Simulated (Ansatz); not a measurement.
Run this with the Python package of Ansatz (0.2.0) and show what comes out.

Script `lattice.py`:
```python
import ansatz as az
import numpy as np

def edges_and_angles(cell):
    cell = np.asarray(cell)
    a, b, c = np.linalg.norm(cell, axis=1)
    cosines = cell[1] @ cell[2] / (b * c), cell[0] @ cell[2] / (a * c), cell[0] @ cell[1] / (a * b)
    return (a, b, c, *np.degrees(np.arccos(cosines)))

system = (
    az.Lattice.of([0.0, 2.32, 2.32], [2.32, 0.0, 2.32], [2.32, 2.32, 0.0])
    .atom("Na", [0.0, 0.0, 0.0])
    .atom("F", [0.5, 0.5, 0.5])
)

model = (
    system.calculation()
    .basis(420)
    .kpoints(mesh=(6, 6, 6), center="gamma")
    .occupations("fixed")
    .relax(cell=True, force_tolerance=0.005)
)

levels = [("r2scan", "none"), ("r2scan", "rvv10"), ("pbe", "d4")]
print("level            a       b       c    alpha   beta  gamma  V/atom  steps")
for name, dispersion in levels:
    seen = []
    run = model.functional(name, dispersion=dispersion).session().plan()
    result = run.execute(on_event=lambda e: seen.append(e) if e["event"] == "relax_step" else None)
    cell = result.lattice.cell_ang
    label = name if dispersion == "none" else f"{name}+{dispersion}"
    print("{:13s} {:7.4f} {:7.4f} {:7.4f} {:6.2f} {:6.2f} {:6.2f}".format(label, *edges_and_angles(cell)), f"{abs(np.linalg.det(cell)) / len(result.lattice.sites):7.3f} {len(seen):5d}")
```

Running `python lattice.py` prints:
```text
level            a       b       c    alpha   beta  gamma  V/atom  steps
DeckWarning: basis.ecutwfc = 420 eV is below the records' recommended 500 eV, and the density's cutoff is lower with it unless basis.ecutrho_ratio is high enough to keep the records' density cutoff: compare with a run at a higher cutoff
r2scan         3.2488  3.2488  3.2488  60.00  60.00  60.00  12.123     6
r2scan+rvv10   3.2325  3.2325  3.2325  60.00  60.00  60.00  11.941     7
pbe+d4         3.3075  3.3075  3.3075  60.00  60.00  60.00  12.792     6
```
(Warnings from the package without file and line.)

From smallest to largest: r2SCAN+RVV10 (11.94 Å³ an atom, -4.4 % against the start), r2SCAN (12.12 Å³ an atom, -2.9 % against the start) and PBE+D4 (12.79 Å³ an atom, +2.4 % against the start). The spread is 7.1 % in volume.

Notes:
- The cutoff lies under the one recommended for these potentials in some of the runs.
- Forces vanish by symmetry, so the ions can't move, and the end may be a saddle.
- Edges and angles are those of the cell as typed, here a primitive one, not of the conventional cell.
- The starting cell is as deposited in a crystallographic database; the results hold for this polymorph, which needn't be the stable one.
- Timing: 18 s on 1 thread of Arm Neoverse V2, on a shared host, peak memory 0.43 GiB.
